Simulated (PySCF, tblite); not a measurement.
# C₅H₆OS+ (doublet): geometry, infrared bands and EPR parameters

Aim: predict the infrared bands and EPR parameters of C₅H₆OS+ (doublet) (`C#CC[S+]CC=O`).

The runs use tblite 0.8.0 and PySCF 2.14.0, with density-fitted response routines of our own; the level of theory stands in each step. All values are computed, except where a source is named. Atoms count from 0, in the outputs and in this text.

**1. Starting geometry**

13 atoms, charge 1, multiplicity 2; geometry from: force field or distance geometry start.

Bonds of the start (Å): C0–C1 1.20, C1–C2 1.47, C2–S3 1.82, S3–C4 1.80, C4–C5 1.51, C5–O6 1.23, C0–H7 1.07, C2–H8 1.10, C2–H9 1.09, C4–H10 1.09, C4–H11 1.09, C5–H12 1.11.

**2. Geometry optimisation with GFN2-xTB**

The job: settings as JSON, then the geometry in Å.

```
{"job": {"kind": "relax", "xc": "GFN2-xTB", "basis": "xTB"}, "charge": 1, "multiplicity": 2}
C      2.492200     0.113700    -1.503700
C      1.664300    -0.502500    -0.887300
C      0.683500    -1.277500    -0.117100
S      0.166000    -0.417900     1.404400
C     -0.762200     0.961400     0.704800
C     -2.064900     0.466900     0.121200
O     -2.317900     0.477000    -1.080400
H      3.212300     0.674800    -2.053100
H     -0.201100    -1.495900    -0.730700
H      1.099900    -2.239000     0.175700
H     -0.998100     1.680400     1.486100
H     -0.183000     1.478700    -0.067100
H     -2.795300     0.080500     0.864900
```

Run with:

```sh
$ OMP_NUM_THREADS=1 python probes_run.py task.json out
```

One launch serves the whole session: the jobs run in the order shown.

**Question.** This job is followed by: GFN2-xTB harmonic vibrations, gas phase; UKS B3LYP, pcH-1 on C H O S, non-relativistic, mean-field spin-orbit, GIAO. What will the session give for the following? strongest single infrared mode (GFN2-xTB); zero-point energy (GFN2-xTB); g(iso) (B3LYP); ⟨S²⟩; largest a(iso) (averaged by class).

As calculated:

```
                                 quantity                  value
strongest single infrared mode (GFN2-xTB)  2222 cm⁻¹, 247 km/mol
             zero-point energy (GFN2-xTB)          56.6 kcal/mol
                           g(iso) (B3LYP)                2.01584
                                     ⟨S²⟩     0.753 (exact 0.75)
       largest a(iso) (averaged by class)   1H on H12, 108.6 MHz
```

The optimisation took 116 steps and gained 0.401 eV; among the close pairs (by a distance rule), C5–O6 changed most, from 1.228 to 1.186 Å. No mode is imaginary among the 33: a minimum at this level. The strongest single mode, at 2222 cm⁻¹, moves mainly C1 and C0. GFN2-xTB is a fitted tight-binding method: band positions and strengths are rough. Its intensities can rank the bands wrongly. S3 carries the largest spin population, 0.66 e. The isotropic g lies 13.5 ppt above the free-electron value.
